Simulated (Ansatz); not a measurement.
**C3H10NO3V: a ladder of functionals and wavefunction methods**

An exercise on one series of results from a longer session: the logs are not shown, and one member is left open.

Computed with Ansatz 0.2.0, Gaussian basis. Level: functionals in def2-TZVPP, the program's frozen cores in correlated methods.

Levels to be run: LDA (SPW92), PBE-D4, revPBE-D4, BLYP-D4, r2SCAN-D4, B97M-V, PBE0-D4, B3LYP-D4, r2SCANh-D4, r2SCAN0-D4, HSE06-D4, BHLYP-D4, CAM-B3LYP-D4, LC-ωPBE, ωB97X-V, ωB97M-V, B2PLYP, PBE-QIDH; CCSD(T)/def2-SVP; CCSD(T)/def2-TZVPP; MP2/def2-QZVPP; extrapolation to the limit; RPA on PBE.

## The relaxed structure

An earlier PBE0-D4 in a triple-zeta def2 set relaxation fixed the geometry.

SMILES `C[O][V](=[NH])([O]C)[O]C`, 18 atoms, charge 0, spin multiplicity 1.

Atoms are counted from 1 here; the program's logs count them from 0.

Bond lengths: C1–O2 1.406 Å, C1–H9 1.100 Å, C1–H10 1.095 Å, C1–H11 1.095 Å, O2–V3 1.782 Å, V3–N4 1.613 Å, V3–O5 1.757 Å, V3–O7 1.757 Å, N4–H12 1.010 Å, O5–C6 1.395 Å, C6–H13 1.095 Å, C6–H14 1.095 Å, C6–H15 1.095 Å, O7–C8 1.395 Å, C8–H16 1.095 Å, C8–H17 1.095 Å, C8–H18 1.095 Å. Angles: O2–C1–H9 113.2°, O2–C1–H10 109.6°, O2–C1–H11 109.6°, H9–C1–H10 107.7°, H9–C1–H11 107.7°, H10–C1–H11 109.0°, C1–O2–V3 115.5°, O2–V3–N4 106.9°, O2–V3–O5 110.3°, O2–V3–O7 110.3°, N4–V3–O5 109.8°, N4–V3–O7 109.9°, O5–V3–O7 109.6°, V3–N4–H12 177.8°, V3–O5–C6 137.3°, O5–C6–H13 109.8°, O5–C6–H14 109.6°, O5–C6–H15 111.3° and more.

Set-up of the first run:

in.yaml reads:

```yaml
crystal:
  periodic: [false, false, false]
  atoms:
    - {symbol: C, position_ang: [-1.097535, -1.484151, 1.925012]}
    - {symbol: O, position_ang: [0.035456, -0.656847, 1.832589]}
    - {symbol: V, position_ang: [0.292928, 0.115070, 0.247299]}
    - {symbol: N, position_ang: [1.632109, 1.004889, 0.370479]}
    - {symbol: O, position_ang: [-1.071684, 1.144256, -0.158551]}
    - {symbol: C, position_ang: [-1.313671, 2.508657, -0.318765]}
    - {symbol: O, position_ang: [0.500319, -1.105581, -0.998964]}
    - {symbol: C, position_ang: [1.522518, -1.549360, -1.837976]}
    - {symbol: H, position_ang: [-1.673312, -1.535782, 0.988786]}
    - {symbol: H, position_ang: [-0.788280, -2.502275, 2.182221]}
    - {symbol: H, position_ang: [-1.765047, -1.105784, 2.705795]}
    - {symbol: H, position_ang: [2.466309, 1.573546, 0.411271]}
    - {symbol: H, position_ang: [-2.006136, 2.856782, 0.454995]}
    - {symbol: H, position_ang: [-1.769920, 2.689152, -1.297842]}
    - {symbol: H, position_ang: [-0.387234, 3.087546, -0.247765]}
    - {symbol: H, position_ang: [1.184562, -1.517556, -2.879204]}
    - {symbol: H, position_ang: [2.417653, -0.927252, -1.737202]}
    - {symbol: H, position_ang: [1.783363, -2.583810, -1.590478]}
basis:
  gaussian: {orbitals: def2-TZVPP}
hamiltonian: {xc: lda}
output: {orbitals: {seedname: orbitals}}
```

Started as:

```sh
$ ansatz run in.yaml --threads 4 --pin off --events-out ev --progress --plain --max-ram 41984MiB --backend cuda --devices 0, --max-vram 37GiB
```

Steps of the session up to this table: LDA; PBE-D4 (GGA); revPBE-D4 (GGA); BLYP-D4 (GGA); r2SCAN-D4 (meta-GGA); B97M-V (meta-GGA); B3LYP-D4 (hybrid); r2SCANh-D4 (hybrid); r2SCAN0-D4 (hybrid); HSE06-D4 (hybrid); BHLYP-D4 (hybrid); CAM-B3LYP-D4 (range-separated); LC-ωPBE (range-separated); ωB97X-V (range-separated); ωB97M-V (range-separated); B2PLYP (double hybrid); PBE-QIDH (double hybrid).

One table of the session follows, with a row left open; its other results are not shown here.

It belongs to the step «Orbital energies across the functionals». 

```
  functional  HOMO (eV)  gap (eV)
 LDA (SPW92)      -6.29      3.85
      PBE-D4      -6.14      3.91
   revPBE-D4      -6.08      3.93
     BLYP-D4      -6.05      3.90
   r2SCAN-D4      -6.46      4.23
      B97M-V      -6.58      4.28
     PBE0-D4      -7.62      6.22
    B3LYP-D4      -7.39      5.73
  r2SCANh-D4      -7.01      5.10
  r2SCAN0-D4      -7.85      6.46
    HSE06-D4      -7.21      5.43
    BHLYP-D4      -9.06      8.65
CAM-B3LYP-D4          ?         ?
     LC-ωPBE     -10.28     11.14
     ωB97X-V      -9.98     10.78
     ωB97M-V      -9.92     10.68
```

Estimate the missing values for CAM-B3LYP-D4.

As computed: HOMO (eV): -9.00; gap (eV): 8.70. In the column «HOMO (eV)» it lies between BHLYP-D4 (-9.06) and r2SCAN0-D4 (-7.85).
